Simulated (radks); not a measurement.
# Cd⁴⁺ in [Ar] 3d10 4s2 4p5.5 4d8 5p0.5: an all-electron calculation

One table from this session's results is given with a row withheld; the runs are named, their logs left out.

Program: radks (a radial shooting solver on a logarithmic mesh, Libxc functionals) version 1. Level of theory: Dirac Kohn-Sham, PBE, spin-unpolarised, spherical densities, finite nucleus; open shells fill j = l - 1/2 first. These are calculated values, not measurements, unless marked.

## Starting point

| Quantity | Value |
| --- | --- |
| element | cadmium (Z = 48) |
| charge | +4 |
| electrons | 44 |
| configuration | [Ar] 3d10 4s2 4p5.5 4d8 5p0.5 |
| nuclear rms radius | 4.6087 fm |

The first run:

Settings of this run:

```text
Z 48
configuration [Ar] 3d10 4s2 4p5.5 4d8 5p0.5
relativity Dirac
functional pbe,pbe
spin unpolarised
j_filling energy
nucleus finite rms 4.6087 fm
c 137.035999084
```

Run with:

```console
python run_ks.py task.json out
```

This one command runs every case of the session in turn.

One table of the session follows, with a row left open; its other results are not shown here.

It belongs to the step «Radial structure». From the orbitals of this run (lengths in bohr):

```
level      <r>  outermost maximum (interpolated)  90 % within  nodes
1s1/2  0.03040                            0.0197       0.0546      0
2s1/2   0.1313                             0.111        0.203      1
2p1/2   0.1112                            0.0860        0.182      0
2p3/2   0.1164                            0.0903        0.189      0
3s1/2   0.3579                             0.324        0.527      2
3p1/2   0.3493                             0.310        0.526      1
3p3/2   0.3603                             0.320        0.542      1
3d3/2   0.3324                             0.264        0.526      0
3d5/2   0.3359                             0.267        0.530      0
4s1/2   0.8680                             0.792         1.25      3
4p1/2   0.9192                             0.823         1.35      2
4p3/2   0.9467                             0.847         1.39      2
4d3/2    1.127                             0.943         1.72      1
4d5/2    1.139                             0.952         1.74      1
5p1/2    2.364                              2.15         3.39      3
5p3/2        ?                                 ?            ?      ?
```

**Question.** Estimate the row for 5p3/2.

As computed: <r>: 2.421; outermost maximum (interpolated): 2.21; 90 % within: 3.47; nodes: 3. In the column «<r>» it is the highest.
